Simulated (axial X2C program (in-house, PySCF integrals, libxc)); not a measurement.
**NdCl⁺: the levels of the configuration f3 s1 d(πδ)0**

Aim: the spin–orbit levels of NdCl⁺ that arise from the configuration f3 s1 d(πδ)0 of Nd, and how they move with the bond.

Program: an in-house X2C program for linear molecules on PySCF integrals. Level of theory: two-component X2C, average-of-configuration Hartree–Fock and CI in the open shells. These are calculated values, not measurements.

All values are calculated.

## 1. Input

File task.json:

```json
{"zs": [60, 17], "q": 1, "bas": ["dyall-v3z", "dyall-v3z"], "r0": 2.58, "metal": 0, "shells": [[3, [0, 1, 2, 3], 3], [0, [0], 1], [2, [1, 2], 0]], "fix": 0, "emax": 2.2, "nroots": 4}
```

Keys: zs atomic numbers; q charge; bas basis sets; r0 starting distance in Å; metal index of the metal atom; shells open shells as [l, |m| values, electrons]; fix electron count of the first shell held; emax energy window in eV; nroots roots for each Ω.

Command:

```bash
$ python soci.py task.json out
```

Two-component X2C with atomic mean-field Coulomb and Gaunt terms, basis Nd dyall-v3z, Cl dyall-v3z (cores contracted in-house). Orbitals come from Hartree–Fock averaged over the configuration Nd f3 s1 d(πδ)0; CI then distributes these electrons over the f, s, d(πδ) shells of Nd.

## 2. CI at R = 2.442 Å

Q: Predict the outcome of this session. Wanted: lowest level of the model; next level; lowest curve, Re and ωe.

The runs gave:

| quantity | value |
| --- | --- |
| lowest level of the model | Ω = 6, g∥ = 8.39, 100% f3 d(πδ)1 |
| next level | Ω = 5, 360 cm⁻¹ higher |
| lowest curve, Re and ωe | 2.499 Å, 358.2 cm⁻¹ |

In the lowest level ⟨Sz⟩ = -1.80 and ⟨Lz⟩ = 7.80; its leading determinant has weight 0.62 among 296. From 2.442 to 2.637 Å the gap from the lowest to the fifth level goes from 1533 to 1550 cm⁻¹. Without dynamic correlation distances can be off by several hundredths of an Å, and the wavenumbers are rough. There is no dynamic correlation: spin–orbit spacings and, for f shells, spacings inside one term are the most reliable numbers, splittings between terms come out too wide, and energies between configurations are not reliable, so the lowest level need not be the ground state of the molecule. The lowest levels belong to f3 d(πδ)1, not to the averaged configuration, so orbitals and distance suit them less well. At most 4 roots were kept for each Ω > 0 (twice that for Ω = 0) within 2.2 eV of the lowest, so higher up levels can be missing between those listed; levels with Ω > 0 are doubly degenerate and listed once, Ω = 0 levels singly. States that fill the shells left empty in the average are placed too high.
